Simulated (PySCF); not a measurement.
**[Er(H2O)]3+: other functionals and bases at one geometry**

Aim: see how levels, charges and forces of [Er(H2O)]3+ depend on the level of theory. The species was built from a template and needn't be a known compound.

The runs use PySCF 2.14.0; several levels, as the steps say, no spin–orbit coupling.

## Step 1: Where the work starts

4 atoms, charge 3, spin multiplicity 1.

Bond lengths: Er1–O2 2.150 Å, O2–H3 1.017 Å, O2–H4 1.017 Å. Angles: Er1–O2–H3 129.0°, Er1–O2–H4 129.0°, H3–O2–H4 102.1°.

Coordinates:

| atom | x (Å) | y (Å) | z (Å) |
| --- | --- | --- | --- |
| Er1 | 0.0000 | 0.0000 | -0.0641 |
| O2 | 0.0000 | 0.0000 | 2.0860 |
| H3 | 0.7908 | 0.0000 | 2.7255 |
| H4 | -0.7908 | 0.0000 | 2.7255 |

Formal oxidation states: Er +3. Each metal's 11 4f electrons lie in its core potential, so multiplicities, spins and levels count the valence alone. An earlier session relaxed this geometry at PBE, Er lcecp-1-SVP with ECP57, O def2-SVP, H def2-SVP (singlet, point group C2v).

At PBE on the finer grid: E = -113.166896 Eh, HOMO -26.74 eV, LUMO -21.86 eV, Mulliken charge on Er1 +2.48 e, largest force component 0.001 eV/Å. 

Levels to run: revPBE; BP86; wB97X; r2SCAN; PBE, TZVP. Hardware: 2 threads of Arm Neoverse V1, shared host.

## Step 2: revPBE

The input, run.py (the lines that set the calculation):

```python
mol = gto.M(atom='''
Er     0.00000     0.00000    -0.06407
O      0.00000     0.00000     2.08599
H      0.79084     0.00000     2.72546
H     -0.79084     0.00000     2.72546''',
    basis={'Er': 'lcecp-1-SVP', 'O': 'def2-SVP', 'H': 'def2-SVP'},
    ecp={'Er': 'lcecp-1-SVP'},
    charge=3, spin=0)
mf = dft.RKS(mol, xc='PBE_R,PBE')
mf.grids.atom_grid = (75, 302)  # f atoms: unpruned, at least (60, 302)
mf = mf.density_fit()  # fitting sets: Er AutoAux, O def2-universal-JKFIT, H def2-universal-JKFIT
mf.conv_tol = 1e-08; mf.max_cycle = 55
mf.kernel(dm0)  # dm0: the density of the relaxed state
```

On the command line:

```
OMP_NUM_THREADS=2 python run.py
```

## Step 3: BP86

Changes to run.py (the lines that set the calculation) since step 2:

```diff
@@ -8,3 +8,3 @@
     charge=3, spin=0)
-mf = dft.RKS(mol, xc='PBE_R,PBE')
+mf = dft.RKS(mol, xc='B88,P86')
 mf.grids.atom_grid = (75, 302)  # f atoms: unpruned, at least (60, 302)
```

## Step 4: wB97X

Changes to run.py (the lines that set the calculation) since step 3:

```diff
@@ -8,3 +8,3 @@
     charge=3, spin=0)
-mf = dft.RKS(mol, xc='B88,P86')
+mf = dft.RKS(mol, xc='WB97X')
 mf.grids.atom_grid = (75, 302)  # f atoms: unpruned, at least (60, 302)
```

## Step 5: r2SCAN

Changes to run.py (the lines that set the calculation) since step 4:

```diff
@@ -8,3 +8,3 @@
     charge=3, spin=0)
-mf = dft.RKS(mol, xc='WB97X')
+mf = dft.RKS(mol, xc='R2SCAN')
 mf.grids.atom_grid = (75, 302)  # f atoms: unpruned, at least (60, 302)
```

## Step 6: PBE, TZVP

Basis: Er lcecp-1-TZVP with ECP57, O def2-TZVP, H def2-TZVP. 

The input, run.py (the lines that set the calculation):

```python
mol = gto.M(atom='''
Er     0.00000     0.00000    -0.06407
O      0.00000     0.00000     2.08599
H      0.79084     0.00000     2.72546
H     -0.79084     0.00000     2.72546''',
    basis={'Er': 'lcecp-1-TZVP', 'O': 'def2-TZVP', 'H': 'def2-TZVP'},
    ecp={'Er': 'lcecp-1-TZVP'},
    charge=3, spin=0)
mf = dft.RKS(mol, xc='PBE')
mf.grids.atom_grid = (75, 302)  # f atoms: unpruned, at least (60, 302)
mf = mf.density_fit()  # fitting sets: Er AutoAux, O def2-universal-JKFIT, H def2-universal-JKFIT
mf.conv_tol = 1e-08; mf.max_cycle = 55
mf.kernel(dm0)  # dm0: free metal ions and neutral atoms
```

What does the calculation give? Wanted: for each run, HOMO; gap; charge on Er1; dipole; largest force.

The runs gave:

| level | state | HOMO (eV) | gap (eV) | charge on Er1 (e) | dipole (D) | largest force (eV/Å) | basis functions | time |
| --- | --- | --- | --- | --- | --- | --- | --- | --- |
| PBE (relaxed here) | singlet | -26.74 | 4.88 | 2.48 | 3.83 | 0.00 | 57 | 2.5 s |
| revPBE | singlet | -26.68 | 4.85 | 2.48 | 3.78 | 0.21 | 57 | 1.5 s |
| BP86 | singlet | -26.83 | 5.07 | 2.48 | 3.79 | 0.04 | 57 | 1.5 s |
| wB97X | singlet | -30.77 | 12.74 | 2.56 | 3.19 | 0.72 | 57 | 1.7 s |
| r2SCAN | singlet | -26.96 | 5.92 | 2.54 | 3.50 | 0.44 | 57 | 2 s |
| PBE, TZVP | singlet | -26.73 | 4.84 | 2.58 | 3.85 | 0.26 | 90 | 4.6 s |

Times are on 2 threads of Arm Neoverse V1, shared host; the first row also made further properties. The dipole of a charged species depends on the origin, so these sizes hold for this origin alone.

In one basis the HOMO–LUMO gap runs from 4.85 eV (revPBE) to 12.74 eV (wB97X); the widest gap comes with exact exchange. The largest leftover force, 0.72 eV/Å with wB97X, stands at a geometry relaxed at another level. The Mulliken charge on Er spans +2.48 to +2.58 e over the levels. With 4f in the core, its levels are missing from HOMO and gap. Total energies of different levels can't be compared. Spin–orbit coupling is left out throughout.
